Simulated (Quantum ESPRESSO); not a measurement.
## SiTe in Quantum ESPRESSO: the effect of functional

Crystal: SiTe.

```
CELL_PARAMETERS angstrom
5.42361 0.00000 0.00000
0.00000 3.26360 0.00000
0.00000 0.00000 5.71837
ATOMIC_POSITIONS crystal
Si 0.25000 0.50000 0.69878
Si 0.75000 0.50000 0.30122
Te 0.25000 0.00000 0.18781
Te 0.75000 0.00000 0.81219
```

The cell was built by a generator and needn't be a form met in nature.

Alike in all runs:

| Quantity | Value |
| --- | --- |
| Program | Quantum ESPRESSO 7.5 |
| Task | phonons |
| Cutoff | 612 eV |
| Density cutoff | 4898 eV |
| k mesh | 2 × 4 × 2, shifted |
| Occupations | fermi-dirac, width 0.05 eV |
| Spin | no spin polarisation |

Each run relaxes the cell or the atoms first.

```tsv
functional	potentials or basis	relaxed volume (Å³/atom)	highest phonon frequency (cm⁻¹)
LDA	GBRV 1.5 LDA	20.86	171
PBE	GBRV 1.5 PBE	21.95	153
PBEsol	GBRV 1.5 PBEsol	21.03	173
revPBE	GBRV 1.5 PBE	?	?
```

What does the run with functional revPBE give?

Relaxed volume 22.17 Å³/atom; highest phonon frequency 147 cm⁻¹.

Caveats: all runs use coarse meshes; the mesh is thin for the phonons of a metal; some modes are imaginary; the cell relaxed to another space group than the one typed; the volume moved by over 15 % at a fixed basis, so the end points are rough (some runs); the potentials were made for another functional, which shifts forces and pressure (some runs).
